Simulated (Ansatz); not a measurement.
Write a Python script for the Ansatz DFT code, driven from Python that makes a projected density of states of YbPb, space group P4/mmm. Settings: LDA, PAW, cutoff 260 eV, 6×6×5 k-points, Fermi-Dirac smearing of 0.02 eV.

`ybpb.cif`
```cif
data_YbPb
_cell_length_a 3.595638
_cell_length_b 3.595638
_cell_length_c 4.443000
_cell_angle_alpha 90.00000
_cell_angle_beta 90.00000
_cell_angle_gamma 90.00000
_symmetry_space_group_name_H-M 'P 1'
_symmetry_Int_Tables_number 1
loop_
_symmetry_equiv_pos_as_xyz
'x, y, z'
loop_
_atom_site_label
_atom_site_type_symbol
_atom_site_fract_x
_atom_site_fract_y
_atom_site_fract_z
Yb1 Yb    0.500000    0.500000    0.500000
Pb2 Pb    0.000000    0.000000    0.000000
```

Script `pdos_ybpb.py`:
```python
# -*- coding: utf-8 -*-
import ansatz
from ase.io import read
import numpy as np

atoms = read("ybpb.cif")
system = ansatz.Crystal.from_ase(atoms)

base = (
    system.calculation()
    .functional(ansatz.Functional.LDA)
    .basis(260)
    .kpoints(length=22)
    .occupations("fermi_dirac", width=0.02)
    .scf(max_iterations=60, algorithm="density_mixing", self_checks="low")
    .scf(extra_bands=10)
    .density_of_states(projected=True, energy_step=0.05)
)
def show(event):
    row = event["data"]
    if event["event"] == "scf_iter" and row.get("harris_foulkes_ev") is not None:
        print(f"  iteration {row['iter']:3d}  Harris-Foulkes {row['harris_foulkes_ev']:.5f} eV  residual {row['dr2_ev']:.2e}")


done = base.session().plan().execute(on_event=show)
summary = done.report

dos = done.density_of_states()
energy = np.asarray(dos.energies_ev) - dos.fermi_ev
curves = {}
for site in done.projected_density_of_states().sites:
    for shell in site.shells:
        weight = sum(np.sum(curve.g_bin_mean_per_ev, axis=0) for curve in shell.curves)
        name = f"{site.species} {shell.label}"
        curves[name] = curves.get(name, 0) + weight

step = energy[1] - energy[0]
windows = [(-6, -3), (-3, 0), (0, 6)]
print("states by shell in windows of E - E_F (eV):", windows)
for name, g in curves.items():
    print(f"{name:8s}", " ".join(f"{step * g[(energy >= a) & (energy < b)].sum():8.3f}" for a, b in windows))
filled = (energy < 0) & (energy > -6)
for name, g in curves.items():
    if g[filled].sum() * step > 0.5:
        print(f"centre of {name}: {np.average(energy[filled], weights=g[filled]):.2f} eV")
```

```console
$ python pdos_ybpb.py
DeckWarning: basis.ecutwfc = 260 eV is below the records' recommended 420 eV, and the density's cutoff is lower with it unless basis.ecutrho_ratio is high enough to keep the records' density cutoff: compare with a run at a higher cutoff
  iteration   1  Harris-Foulkes -25163.03576 eV  residual 1.39e-01
  iteration   2  Harris-Foulkes -25162.94781 eV  residual 8.57e-02
  iteration   3  Harris-Foulkes -25162.90091 eV  residual 6.72e-04
  iteration   4  Harris-Foulkes -25162.90095 eV  residual 1.92e-04
  iteration   5  Harris-Foulkes -25162.90113 eV  residual 1.37e-05
  iteration   6  Harris-Foulkes -25162.90113 eV  residual 6.56e-07
  iteration   7  Harris-Foulkes -25162.90113 eV  residual 1.61e-08
states by shell in windows of E - E_F (eV): [(-6, -3), (-3, 0), (0, 6)]
Yb 5S       0.009    0.008    0.014
Yb 6S       0.099    0.195    0.770
Yb 5P       0.007    0.038    0.026
Yb 5D       0.148    1.070    6.260
Yb 4F       0.005   13.783    0.196
Pb 6S       0.019    0.117    0.483
Pb 6P       0.347    2.030    1.823
Pb 5D       0.001    0.010    0.026
centre of Yb 5D: -1.70 eV
centre of Yb 4F: -0.62 eV
centre of Pb 6P: -1.90 eV
```
(Warnings from the package without file and line.)

The settings weren't tested for convergence. The cutoff lies under the one recommended for these potentials. Semilocal functionals put the nearly full 4f shell of Yb too close to the Fermi level. For a metal this k-point mesh is coarse: on a finer one energies can move by several to tens of meV an atom and pressures by half a GPa or more, differences at one mesh by less. Spin-orbit coupling, which matters for elements this heavy, is left out. The structure is a deposited one; some such entries were measured under pressure or heat, so a shift against it needn't be the functional's error alone. Curves are summed over the cell's atoms. Only shells that the potentials hold have channels, so projections don't add up to the total, least of all where a shell is missing (p of most metals); heights and places of peaks move with the mesh. The computed bands are complete only to about 8.1 eV above the Fermi level; beyond that the density of states is undercounted. A band centre counts only the states inside the window taken. Hardware and time: 2.3 s on 1 thread of Arm Neoverse V2, with other jobs on the host, peak memory 0.42 GiB.

(A comment or docstring line of the script was reworded after the run, the code is as it ran; lines on the test bed's own set-up are left out of the output.)
